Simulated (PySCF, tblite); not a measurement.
# C6H9OP: geometry, infrared bands and NMR shifts

Aim: predict the infrared bands and NMR shifts of C6H9OP (`C=CP1(=O)CC=CC1`).

Computed with tblite 0.8.0 and PySCF 2.14.0, with density-fitted response routines of our own, on a single molecule in the gas phase. Atoms count from 0, in the outputs and in this text.

## Step 1: Starting geometry

17 atoms, charge 0, multiplicity 1; geometry from: force field or distance geometry start.

Bonds of the start (Å): C0–C1 1.36, C1–P2 1.75, P2–O3 1.49, P2–C4 1.82, C4–C5 1.51, C5–C6 1.34, C6–C7 1.50, C7–P2 1.81, C0–H8 1.08, C0–H9 1.09, C1–H10 1.08, C4–H11 1.09, C4–H12 1.09, C5–H13 1.08, C6–H14 1.08, C7–H15 1.10, C7–H16 1.09.

## Step 2: Optimising the geometry with GFN2-xTB

The job: settings as JSON, then the geometry in Å.

```
{"job": {"kind": "relax", "xc": "GFN2-xTB", "basis": "xTB"}, "charge": 0, "multiplicity": 1}
C      2.860500     0.338700     0.229500
C      1.562400     0.436400    -0.151000
P      0.293500    -0.505500     0.610900
O      0.508500    -1.474500     1.719000
C     -0.980300     0.735800     1.019800
C     -1.926300     0.681800    -0.155900
C     -1.730400    -0.293600    -1.052200
C     -0.588400    -1.238000    -0.793600
H      3.628100     0.929600    -0.251400
H      3.148700    -0.332300     1.034600
H      1.303700     1.113200    -0.945600
H     -1.507400     0.464000     1.935100
H     -0.548200     1.734800     1.137400
H     -2.725100     1.399600    -0.243700
H     -2.377600    -0.418500    -1.909700
H     -0.982100    -2.230900    -0.521800
H      0.053400    -1.328500    -1.671500
```

Launch:

```
OMP_NUM_THREADS=1 python probes_run.py task.json out
```

This one command runs all jobs of the session in turn.

**Question.** This job is followed by: GFN2-xTB harmonic vibrations, gas phase; GIAO PBE0/pcSseg-1 NMR shielding, non-relativistic, gas phase. Predict these results of the whole session: strongest single infrared mode (GFN2-xTB); zero-point energy (GFN2-xTB); 13C shifts against TMS (PBE0/pcSseg-1, means over atoms taken as alike); 1H shifts against TMS (PBE0/pcSseg-1, means over atoms taken as alike); 31P shifts against H3PO4 (PBE0/pcSseg-1); 17O shifts against H2O (PBE0/pcSseg-1).

The runs gave:

| quantity | value |
| --- | --- |
| strongest single infrared mode (GFN2-xTB) | 1281 cm⁻¹, 300 km/mol |
| zero-point energy (GFN2-xTB) | 83.1 kcal/mol |
| 13C shifts against TMS (PBE0/pcSseg-1, means over atoms taken as alike) | 142.6, 140.0, 135.0, 36.1 ppm |
| 1H shifts against TMS (PBE0/pcSseg-1, means over atoms taken as alike) | 6.91, 6.60, 6.48, 6.02, 2.70, 2.25 ppm |
| 31P shifts against H3PO4 (PBE0/pcSseg-1) | 32.2 ppm |
| 17O shifts against H2O (PBE0/pcSseg-1) | 88.9 ppm |

In words: The optimisation took 63 steps and gained 0.241 eV; among the close pairs (by a distance rule), C1–P2 changed most, from 1.754 to 1.812 Å. No mode is imaginary among the 45: a minimum at this level. The strongest single mode, at 1281 cm⁻¹, moves mainly O3 and P2. Unscaled tight-binding wavenumbers are off by several per cent, some by more. Its intensities can rank the bands wrongly. C0 (terminal =CH2 carbon) lies farthest downfield among carbon, at 142.6 ppm; the olefinic region. At PBE0/pcSseg-1: The largest span, 314 ppm, is at P2, where the paramagnetic term is -678 ppm.
